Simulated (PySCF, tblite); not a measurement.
# C₅H₉FO: a rotation path, then NMR shifts on frames, part 1 of 2

Aim: move C₅H₉FO (`FCOCC1CC1`) away from its starting geometry and see how NMR shifts follow the geometry.

Programs: tblite 0.8.0 and PySCF 2.14.0, with density-fitted response routines of our own. Each step states its level of theory. These are calculated values for one molecule in the gas phase, unless marked as measured. Atoms are numbered from 0 throughout.

## (1) The starting structure

16 atoms, charge 0, multiplicity 1; geometry from: GFN2-xTB.

Bonds of the start (Å): F0–C1 1.38, C1–O2 1.36, O2–C3 1.43, C3–C4 1.51, C4–C5 1.50, C5–C6 1.50, C6–C4 1.50, C1–H7 1.10, C1–H8 1.10, C3–H9 1.09, C3–H10 1.10, C4–H11 1.08, C5–H12 1.08, C5–H13 1.08, C6–H14 1.08, C6–H15 1.08.

## (2) A band between two rotamers with GFN2-xTB

Job settings and geometry (Å):

```
{"job": {"kind": "neb", "xc": "GFN2-xTB", "basis": "xTB", "atoms": [2, 3, 4, 5], "turn": 120}, "charge": 0, "multiplicity": 1}
F      1.927901    -0.372404     1.635524
C      2.413189     0.018826     0.402115
O      1.517076     0.758773    -0.301888
C      0.426764     0.040550    -0.878662
C     -0.642931    -0.337584     0.118290
C     -2.070490    -0.398688    -0.336423
C     -1.620947     0.707614     0.565334
H      2.698299    -0.918666    -0.107909
H      3.287784     0.647844     0.602910
H      0.016601     0.721689    -1.627691
H      0.815926    -0.856367    -1.384343
H     -0.325878    -1.064502     0.854819
H     -2.700886    -1.173523     0.071783
H     -2.285230    -0.162333    -1.367652
H     -1.520262     1.697631     0.148127
H     -1.944513     0.700083     1.594257
```

Method: GFN2-xTB climbing-image nudged elastic band, gas phase.

On the command line:

```sh
$ OMP_NUM_THREADS=1 python probes_run.py task.json out
```

This one command runs all jobs of the session in turn.

What it wrote:

```text
image   E - E0 / eV
  0       0.0000
  1       0.0070
  2       0.0271
  3       0.0513
  4       0.0663
  5       0.0633
  6       0.0438
  7       0.0194
  8       0.0001
```

Run time: 2.2 s. Hardware: 1 thread of Arm Neoverse V1, shared host; peak memory 0.18 GiB.

The final band, with the dihedral O2–C3–C4–C5:

```
image  dihedral (°)  energy (eV)  energy (kcal/mol)
    0           148        0.000                0.0
    1           161        0.007                0.2
    2           175        0.027                0.6
    3           190        0.051                1.2
    4           204        0.066                1.5
    5           218        0.063                1.5
    6           232        0.044                1.0
    7           246        0.019                0.4
    8           260        0.000                0.0
```

## (3) Shielding tensors: image 0, PBE0/pcSseg-1

Job settings and geometry (Å):

```
{"job": {"kind": "nmr", "xc": "PBE0", "basis": "pcSseg-1", "pop": false}, "charge": 0, "multiplicity": 1}
F      1.927900    -0.372400     1.635500
C      2.413200     0.018800     0.402100
O      1.517100     0.758800    -0.301900
C      0.426800     0.040600    -0.878700
C     -0.642900    -0.337600     0.118300
C     -2.070500    -0.398700    -0.336400
C     -1.620900     0.707600     0.565300
H      2.698300    -0.918700    -0.107900
H      3.287800     0.647800     0.602900
H      0.016600     0.721700    -1.627700
H      0.815900    -0.856400    -1.384300
H     -0.325900    -1.064500     0.854800
H     -2.700900    -1.173500     0.071800
H     -2.285200    -0.162300    -1.367700
H     -1.520300     1.697600     0.148100
H     -1.944500     0.700100     1.594300
```

Level: GIAO PBE0/pcSseg-1 NMR shielding, non-relativistic, gas phase.

What it wrote:

```text
coarse grid: 13184 points
cycle   1  E = -370.3758703605  dE =  9.730e-01  |g| = 6.942e-01  |ddm| = 3.372e+00
cycle   2  E = -370.3130382759  dE =  6.283e-02  |g| = 9.449e-01  |ddm| = 1.024e+00
cycle   3  E = -370.4625577252  dE = -1.495e-01  |g| = 5.868e-02  |ddm| = 6.029e-01
cycle   4  E = -370.4629827529  dE = -4.250e-04  |g| = 3.525e-02  |ddm| = 6.011e-02
cycle   5  E = -370.4632332139  dE = -2.505e-04  |g| = 7.455e-03  |ddm| = 3.028e-02
cycle   6  E = -370.4632408687  dE = -7.655e-06  |g| = 3.191e-03  |ddm| = 6.220e-03
cycle   7  E = -370.4632427105  dE = -1.842e-06  |g| = 2.956e-04  |ddm| = 2.146e-03
final grid: 127200 points
cycle   8  E = -370.5227386421  dE = -4.069e-05  |g| = 1.162e-02  |ddm| = 2.822e-02
cycle   9  E = -370.5227175499  dE =  2.109e-05  |g| = 1.596e-02  |ddm| = 1.803e-02
cycle  10  E = -370.5227658459  dE = -4.830e-05  |g| = 1.353e-03  |ddm| = 1.053e-02
cycle  11  E = -370.5227662193  dE = -3.734e-07  |g| = 2.652e-04  |ddm| = 1.180e-03
cycle  12  E = -370.5227662289  dE = -9.604e-09  |g| = 1.236e-04  |ddm| = 2.476e-04
cycle  13  E = -370.5227662311  dE = -2.178e-09  |g| = 2.128e-05  |ddm| = 7.548e-05
cycle  14  E = -370.5227662312  dE = -6.889e-11  |g| = 6.233e-06  |ddm| = 1.904e-05
converged SCF energy = -370.5227662312

GIAO shielding tensors (ppm)
atom      isotropic    diamagn.    paramagn.     s11        s22        s33       span
  0 F      333.468     477.467    -144.000    227.941    341.426    431.036    203.096
  1 C       76.537     236.028    -159.491     47.952     81.286    100.373     52.420
  2 O      229.840     397.284    -167.444    164.555    226.995    297.971    133.416
  3 C      103.126     244.171    -141.045     71.264     90.951    147.163     75.898
  4 C      170.462     248.830     -78.367    135.253    162.468    213.667     78.414
  5 C      182.154     254.804     -72.650    155.978    177.774    212.712     56.734
  6 C      180.527     251.954     -71.427    148.596    177.602    215.381     66.785
  7 H       26.239      28.023      -1.784     21.992     26.247     30.477      8.485
  8 H       25.851      26.384      -0.533     21.088     25.585     30.880      9.793
  9 H       28.680      30.931      -2.251     23.412     30.359     32.268      8.855
 10 H       27.611      30.721      -3.110     22.466     28.367     32.001      9.535
 11 H       30.326      32.446      -2.121     23.402     29.198     38.377     14.975
 12 H       31.239      30.793       0.446     25.381     26.877     41.459     16.078
 13 H       31.736      31.639       0.096     25.864     28.805     40.539     14.675
 14 H       31.363      31.560      -0.197     26.283     27.917     39.889     13.606
 15 H       31.086      30.904       0.182     25.704     26.524     41.029     15.325
```

Wall time 23 s (1 thread of Arm Neoverse V1, shared host); peak memory 0.74 GiB.

Shifts follow as δ = σ(reference) − σ, with reference shieldings (ppm) from runs at the same level and on the same kind of geometry: 1H TMS 31.72, 13C TMS 186.9, 19F CFCl3 170.9, 17O H2O 336.1. The references are single molecules in the gas phase, so shifts against H2O, NH3, PH3, H3PO4 or CFCl3 are not on the usual liquid scales and can be off by tens of ppm. Each atom is listed at this fixed geometry, with no averaging over motion; a spectrum would average atoms that exchange fast.

```
atoms                               environment  σ (ppm)  δ (ppm)
   C1                 sp3 CH2 bonded to F and O     76.5    110.4
   C3                       sp3 CH2 bonded to O    103.1     83.8
   C4                three-membered-ring carbon    170.5     16.5
   C6                three-membered-ring carbon    180.5      6.4
   C5                three-membered-ring carbon    182.2      4.8
   H8  hydrogen on an sp3 CH2 bonded to F and O    25.85     5.87
   H7  hydrogen on an sp3 CH2 bonded to F and O    26.24     5.48
  H10        hydrogen on an sp3 CH2 bonded to O    27.61     4.11
   H9        hydrogen on an sp3 CH2 bonded to O    28.68     3.04
  H11  hydrogen on a three-membered-ring carbon    30.33     1.39
  H15  hydrogen on a three-membered-ring carbon    31.09     0.63
  H12  hydrogen on a three-membered-ring carbon    31.24     0.48
  H14  hydrogen on a three-membered-ring carbon    31.36     0.35
  H13  hydrogen on a three-membered-ring carbon    31.74    -0.02
   F0                 fluorine on an sp3 carbon    333.5   -162.5
   O2                              ether oxygen    229.8    106.2
```

Ring of atoms C4, C5, C6: NICS(0) -43.5, NICS(1) -8.7, NICS(1)zz -22.7 ppm (means of both faces).

In rings of three or four atoms NICS is ruled by the nearby σ bonds, so it says little on aromaticity.

Orbitals, density, ELF and potential are computed afterwards from the orbital file.

Frontier orbitals at PBE0/pcSseg-1, with the share of their density that lies nearest to each atom:

```
orbital  energy (eV)                                                    lies on
   HOMO        -8.22                   O2 37 %; C5, C6 about 12 % each; C4 10 %
   LUMO         1.64  H7, H10 about 17 % each; 4 H atoms about 8 % each; H8 6 %
```

ELF in a plane through or near 5 of the atoms.

Values, 10 rows by 14 columns:
```
0.00 0.00 0.00 0.00 0.00 0.00 0.00 0.00 0.00 0.00 0.00 0.00 0.00 0.00
0.00 0.00 0.00 0.00 0.00 0.00 0.00 0.00 0.00 0.00 0.00 0.00 0.00 0.00
0.00 0.00 0.00 0.00 0.00 0.52 0.92 0.10 0.00 0.07 0.09 0.00 0.00 0.00
0.00 0.00 0.00 0.32 0.06 0.68 1.00 0.35 0.06 0.79 0.83 0.04 0.00 0.00
0.00 0.00 0.03 0.97 0.97 0.04 0.68 0.61 0.75 0.52 0.55 0.05 0.00 0.00
0.00 0.00 0.03 0.40 0.64 0.12 0.08 0.63 0.47 0.46 0.83 0.21 0.00 0.00
0.00 0.00 0.01 0.09 0.79 0.85 0.03 0.75 0.15 0.10 0.05 0.01 0.00 0.00
0.00 0.00 0.00 0.23 0.80 0.69 0.03 0.02 0.07 0.70 0.04 0.00 0.00 0.00
0.00 0.00 0.00 0.00 0.03 0.01 0.00 0.00 0.00 0.02 0.00 0.00 0.00 0.00
0.00 0.00 0.00 0.00 0.00 0.00 0.00 0.00 0.00 0.00 0.00 0.00 0.00 0.00
```
The map spans 11.8 Å across and 8.8 Å up, centred on the molecule. Atoms in the plane (x, y in Å): F0 (-2.0, -1.4), C4 (0.6, -0.1), C5 (2.1, 0.3), H7 (-2.7, 0.4), H10 (-0.7, 1.6).

log10 of the density (e/Å³) in the same plane.

Values, 10 rows by 14 columns:
```
-4.0 -4.0 -4.0 -4.0 -4.0 -4.0 -4.0 -4.0 -4.0 -4.0 -4.0 -4.0 -4.0 -4.0
-4.0 -4.0 -4.0 -4.0 -4.0 -3.4 -3.1 -3.4 -4.0 -4.0 -4.0 -4.0 -4.0 -4.0
-4.0 -4.0 -4.0 -3.4 -2.8 -1.8 -1.3 -1.9 -2.6 -2.2 -2.4 -3.2 -4.0 -4.0
-4.0 -4.0 -3.1 -2.0 -1.7 -0.9  0.2 -0.9 -1.5 -0.8 -1.1 -2.3 -3.6 -4.0
-4.0 -3.7 -2.2 -0.7 -0.2 -1.0 -0.3 -0.2 -0.3  0.1 -0.4 -1.8 -3.1 -4.0
-4.0 -3.4 -2.0 -0.6  0.0 -0.7 -1.0  0.2  0.1  0.0 -0.3 -1.6 -3.1 -4.0
-4.0 -3.7 -2.4 -1.1  0.7  0.4 -1.2 -0.6 -0.8 -1.0 -1.4 -2.4 -3.7 -4.0
-4.0 -4.0 -3.3 -1.5  0.0 -0.2 -1.8 -2.0 -1.6 -1.4 -2.1 -3.3 -4.0 -4.0
-4.0 -4.0 -4.0 -3.4 -2.3 -2.5 -3.7 -3.6 -2.9 -2.7 -3.3 -4.0 -4.0 -4.0
-4.0 -4.0 -4.0 -4.0 -4.0 -4.0 -4.0 -4.0 -4.0 -4.0 -4.0 -4.0 -4.0 -4.0
```
The map spans 11.8 Å across and 8.8 Å up, centred on the molecule. Atoms in the plane (x, y in Å): F0 (-2.0, -1.4), C4 (0.6, -0.1), C5 (2.1, 0.3), H7 (-2.7, 0.4), H10 (-0.7, 1.6).

On the surface of density 0.002 e/bohr³ the electrostatic potential runs, from the 1st to the 99th percentile, from -1.26 V near O2 to 0.91 V near H7.

## (4) Shielding tensors: image 2, PBE0/pcSseg-1

Job settings and geometry (Å):

```
{"job": {"kind": "nmr", "xc": "PBE0", "basis": "pcSseg-1", "pop": false}, "charge": 0, "multiplicity": 1}
F      2.028000    -0.694600     1.541500
C      2.472600    -0.170000     0.341700
O      1.629300     0.766600    -0.166000
C      0.437500     0.273000    -0.770400
C     -0.627800    -0.122500     0.229800
C     -1.967100    -0.555000    -0.282100
C     -1.824800     0.755500     0.427500
H      2.604900    -1.043100    -0.321300
H      3.427500     0.319600     0.560700
H      0.083700     1.096300    -1.396100
H      0.692200    -0.582900    -1.415200
H     -0.241500    -0.634100     1.100400
H     -2.471200    -1.363000     0.225600
H     -2.125300    -0.546100    -1.349600
H     -1.890000     1.659600    -0.159000
H     -2.235600     0.849500     1.420900
```

Method: GIAO PBE0/pcSseg-1 NMR shielding, non-relativistic, gas phase.

What it wrote:

```text
coarse grid: 13184 points
cycle   1  E = -370.3738611802  dE =  9.799e-01  |g| = 6.928e-01  |ddm| = 3.373e+00
cycle   2  E = -370.3125390848  dE =  6.132e-02  |g| = 9.390e-01  |ddm| = 1.018e+00
cycle   3  E = -370.4602304936  dE = -1.477e-01  |g| = 5.835e-02  |ddm| = 5.980e-01
cycle   4  E = -370.4606503511  dE = -4.199e-04  |g| = 3.481e-02  |ddm| = 6.028e-02
cycle   5  E = -370.4608979668  dE = -2.476e-04  |g| = 7.186e-03  |ddm| = 3.057e-02
cycle   6  E = -370.4609050093  dE = -7.043e-06  |g| = 3.219e-03  |ddm| = 6.214e-03
cycle   7  E = -370.4609068633  dE = -1.854e-06  |g| = 2.789e-04  |ddm| = 2.148e-03
final grid: 127200 points
cycle   8  E = -370.5204080880  dE = -4.021e-05  |g| = 1.149e-02  |ddm| = 2.896e-02
cycle   9  E = -370.5203871038  dE =  2.098e-05  |g| = 1.582e-02  |ddm| = 1.829e-02
cycle  10  E = -370.5204347490  dE = -4.765e-05  |g| = 1.380e-03  |ddm| = 1.075e-02
cycle  11  E = -370.5204351385  dE = -3.895e-07  |g| = 2.490e-04  |ddm| = 1.201e-03
cycle  12  E = -370.5204351468  dE = -8.336e-09  |g| = 1.235e-04  |ddm| = 2.471e-04
cycle  13  E = -370.5204351490  dE = -2.198e-09  |g| = 2.074e-05  |ddm| = 7.472e-05
cycle  14  E = -370.5204351491  dE = -6.719e-11  |g| = 6.314e-06  |ddm| = 1.954e-05
converged SCF energy = -370.5204351491

GIAO shielding tensors (ppm)
atom      isotropic    diamagn.    paramagn.     s11        s22        s33       span
  0 F      334.764     477.094    -142.329    225.967    346.129    432.197    206.229
  1 C       75.594     236.512    -160.917     47.427     79.909     99.446     52.019
  2 O      231.751     395.964    -164.213    166.803    225.716    302.734    135.931
  3 C      102.733     244.070    -141.337     70.789     89.096    148.313     77.523
  4 C      172.566     248.357     -75.791    141.988    158.708    217.002     75.014
  5 C      185.250     254.241     -68.991    159.882    179.993    215.875     55.993
  6 C      175.972     253.111     -77.139    142.845    173.712    211.359     68.514
  7 H       26.193      28.151      -1.957     22.150     26.184     30.246      8.096
  8 H       25.820      26.217      -0.397     21.060     25.629     30.772      9.712
  9 H       28.316      30.666      -2.350     23.595     29.777     31.576      7.981
 10 H       27.739      31.258      -3.519     22.215     29.285     31.718      9.503
 11 H       30.054      32.356      -2.302     21.927     29.276     38.959     17.032
 12 H       31.321      30.965       0.356     25.531     26.934     41.499     15.968
 13 H       31.900      31.689       0.211     26.275     28.836     40.589     14.314
 14 H       31.554      31.636      -0.082     26.372     28.332     39.958     13.586
 15 H       30.986      30.832       0.153     25.346     26.697     40.914     15.568
```

Wall time 16 s (1 thread of Arm Neoverse V1, shared host); peak memory 0.76 GiB.

In short: δ C1 111.3, C3 84.2, C4 14.4, C6 11.0, H8 5.90, H7 5.52 ppm.

(Continued in part 2 of 2.)
